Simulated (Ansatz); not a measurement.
# K3Pb: the cost of one run

Method: DFT PBE, scalar-relativistic, plane waves, PAW, in Ansatz 0.2.0.

2 further runs of the same task are left out: 1 that didn't finish, 1 set aside as unsound or not needed.

## (1) The system as given

The structure is cubic, space group Fm-3m (No. 225). Conventional cell: a = 9.043 Å, b = 9.043 Å, c = 9.043 Å, α = 90.00°, β = 90.00°, γ = 90.00°. K (site symmetry -43m) has 4 K at 3.92 Å and 4 Pb at 3.92 Å as nearest neighbours. K (site symmetry m-3m) is surrounded by 8 K at 3.92 Å. Around Pb (site symmetry m-3m) lie 8 K at 3.92 Å.

As a file:

```xyz
4
Lattice="0.0000 4.5215 4.5215 4.5215 0.0000 4.5215 4.5215 4.5215 0.0000" Properties=species:S:1:pos:R:3 pbc="T T T"
K     2.2608    2.2608    2.2608
K     4.5215    4.5215    4.5215
K     6.7823    6.7823    6.7823
Pb    0.0000    0.0000    0.0000
```

It is the end of an earlier relaxation with the same method, from a generated guess; it is a trial structure. At a tolerance of 0.05 Å it has space group Fm-3m (No. 225); it has 46.22 Å³/atom, an uncorrected energy of -0.03 eV/atom over the elements.

## (2) Electronic structure at the relaxed geometry

The input, input.yaml:

```yaml
crystal:
  lattice:
    - [0.0, 4.5215116, 4.5215116]
    - [4.5215116, 0.0, 4.5215116]
    - [4.5215116, 4.5215116, 0.0]
  atoms:
    - { symbol: K, position: [0.25, 0.25, 0.25] }
    - { symbol: K, position: [0.5, 0.5, 0.5] }
    - { symbol: K, position: [0.75, 0.75, 0.75] }
    - { symbol: Pb, position: [0.0, 0.0, 0.0] }
basis:
  ecutwfc: 420
kpoints:
  mp_grid: { grid: [10, 10, 10] }
  band_path:
    path:
      - [[0.0, 0.0, 0.0], [0.5, 0.0, 0.5], [0.625, 0.25, 0.625]]
      - [[0.375, 0.375, 0.75], [0.0, 0.0, 0.0], [0.5, 0.5, 0.5], [0.5, 0.25, 0.75], [0.5, 0.0, 0.5]]
    npoints: 14
hamiltonian:
  xc: pbe
scf:
  occupations: { method: gaussian, width: 0.1 }
  n_extra_bands: 10
output:
  forces: true
  stress: true
  eigenvalues: true
  populations: true
  dos: { projected: true, de: 0.02, nscf_kmesh: { grid: [12, 12, 12] } }
  bader: true
```

Started as:

```console
ansatz run input.yaml --threads 1 --pin off --max-ram 3072MiB --backend cpu --events-out ev --progress --plain --runs-dir out
```

Q: Estimate wall time and peak memory on 1 thread of Intel Xeon 6975P-C (Granite Rapids), shared host.

About 31 s, with a peak of 0.63 GiB.
